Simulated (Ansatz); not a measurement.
# C3H7Si (charge -1): ladder of methods at one geometry from a Python script

How do the methods compare on C3H7Si (charge -1), in result and in cost? A script is to give a ladder of methods at one geometry; the system is C3H7Si (charge -1). SMILES: [SiH2-]C1CC1.

All numbers are computed with Ansatz 0.2.0 through its Python package. The levels of theory stand in the script.

**1. The structure**

Bond lengths: Si1–C2 1.873 Å, C2–C3 1.506 Å, C2–C4 1.506 Å, C3–C4 1.504 Å, Si1–H5 1.485 Å, Si1–H6 1.484 Å, C2–H7 1.084 Å, C3–H8 1.085 Å, C3–H9 1.085 Å, C4–H10 1.085 Å, C4–H11 1.085 Å. Angles (14 of 21 angles, heavy atoms first): Si1–C2–C3 118.9°, Si1–C2–C4 119.1°, C3–C2–C4 59.9°, C2–C3–C4 60.0°, C2–C4–C3 60.0°, Si1–C2–H7 113.7°, C3–C2–H7 117.4°, C4–C2–H7 117.6°, C2–Si1–H5 110.4°, C2–Si1–H6 109.9°, C2–C3–H8 117.9°, C2–C3–H9 120.2°, C4–C3–H8 117.8°, C4–C3–H9 117.6°.

The script holds or builds the structure itself.

**2. The code**

Contents of methods.py:

```python
import ansatz

geometry_ang = [
    ("Si", [1.8445, 0.3914, 0.1982]),
    ("C", [0.0186, 0.2993, 0.6045]),
    ("C", [-0.9758, 0.2205, -0.5234]),
    ("C", [-0.7264, -0.9828, 0.3433]),
    ("H", [2.1479, -0.4254, -1.0046]),
    ("H", [2.2319, 1.7981, -0.0724]),
    ("H", [-0.2634, 0.8756, 1.4778]),
    ("H", [-1.9198, 0.7427, -0.4049]),
    ("H", [-0.6328, 0.1796, -1.5522]),
    ("H", [-0.2199, -1.829, -0.1094]),
    ("H", [-1.5047, -1.27, 1.043]),
]
geometry = ansatz.Crystal.molecule()
for symbol, xyz in geometry_ang:
    geometry = geometry.atom(symbol, xyz)

model = geometry.calculation()
model = model.basis(gaussian="cc-pVDZ")
model = model.charge(-1)
model = model.accuracy("high")

methods = ["mp2", "ccsd", "ccsd_t"]
reports = [model.correlation(m).run(threads=1).report for m in methods]
print(f"Hartree-Fock reference {reports[0]['reference_energy_ev'] / 27.211386246:.6f} Ha")
best = reports[-1]["free_energy_ev"] - reports[-1]["reference_energy_ev"]
for method, each in zip(methods, reports):
    gained = each["free_energy_ev"] - each["reference_energy_ev"]
    print(f"{method:8s} total {each['free_energy_ev'] / 27.211386246:.6f} Ha  correlation {gained:9.4f} eV  ({100 * gained / best:.1f} % of the last)")
```

**3. What the engine is handed**

The engine receives this input (first run):

```yaml
crystal:
  periodic: [false, false, false]
  atoms:
    - { symbol: Si, position_ang: [1.8445, 0.3914, 0.1982] }
    - { symbol: C, position_ang: [0.0186, 0.2993, 0.6045] }
    - { symbol: C, position_ang: [-0.9758, 0.2205, -0.5234] }
    - { symbol: C, position_ang: [-0.7264, -0.9828, 0.3433] }
    - { symbol: H, position_ang: [2.1479, -0.4254, -1.0046] }
    - { symbol: H, position_ang: [2.2319, 1.7981, -0.0724] }
    - { symbol: H, position_ang: [-0.2634, 0.8756, 1.4778] }
    - { symbol: H, position_ang: [-1.9198, 0.7427, -0.4049] }
    - { symbol: H, position_ang: [-0.6328, 0.1796, -1.5522] }
    - { symbol: H, position_ang: [-0.2199, -1.829, -0.1094] }
    - { symbol: H, position_ang: [-1.5047, -1.27, 1.043] }
accuracy: high
basis:
  gaussian:
    orbitals: cc-pVDZ
total_charge: -1.0
correlation:
  method: mp2
```

**4. The run**

The run is started by

```sh
$ python methods.py
```

Log:

```text
Hartree-Fock reference -406.509381 Ha
mp2      total -407.041333 Ha  correlation  -14.4751 eV  (87.9 % of the last)
ccsd     total -407.095475 Ha  correlation  -15.9484 eV  (96.8 % of the last)
ccsd_t   total -407.114552 Ha  correlation  -16.4675 eV  (100.0 % of the last)
```

It took 37 s on 1 thread of AMD EPYC 9R14 (Zen 4), shared host; peak memory 0.73 GiB.

**5. Inputs of later runs**

The engine's inputs for the other runs:

Run 2, against run 1:

```diff
@@ -21 +21 @@
-  method: mp2
+  method: ccsd
```

Run 3, against run 1:

```diff
@@ -21 +21 @@
-  method: mp2
+  method: ccsd_t
```

Lines on the test bed's own set-up are left out of the output.

**6. The runs side by side**

One row for each of the 3 runs:

```csv
run,method,energy (eV),iterations in all,CPU time (s)
1,mp2,-11076.1589,16,3.1
2,ccsd,-11077.6322,22,15
3,ccsd_t,-11078.1513,22,18
```

Correlation energies (total less mean field):

| method | correlation (eV) | share of the last | miss against the last (eV) | CPU time (s) |
| --- | --- | --- | --- | --- |
| mp2 | -14.475 | 87.9 % | +1.992 | 3.1 |
| ccsd | -15.948 | 96.8 % | +0.519 | 15 |
| ccsd_t | -16.468 | 100.0 % | +0.000 | 18 |

**7. Summary of results**

```
                    quantity       value
               runs compared           3
correlation energy, last run  -16.468 eV
```

In words: mp2 catches 88 % of the correlation energy of ccsd_t. The dearest, run 3 (ccsd_t), took some 5.7 times as long as run 1 (mp2). The geometry is a force-field or estimated start, not a minimum of this method, and the basis set is short of its limit. A lower total doesn't mark the better method: functionals have no common bound, and MP2 and coupled cluster aren't variational. Inner cores stay frozen, so this is valence correlation. For Al to Cl the sets with a tight d function, cc-pV(X+d)Z, are usual. Anions want diffuse functions, which this basis lacks.
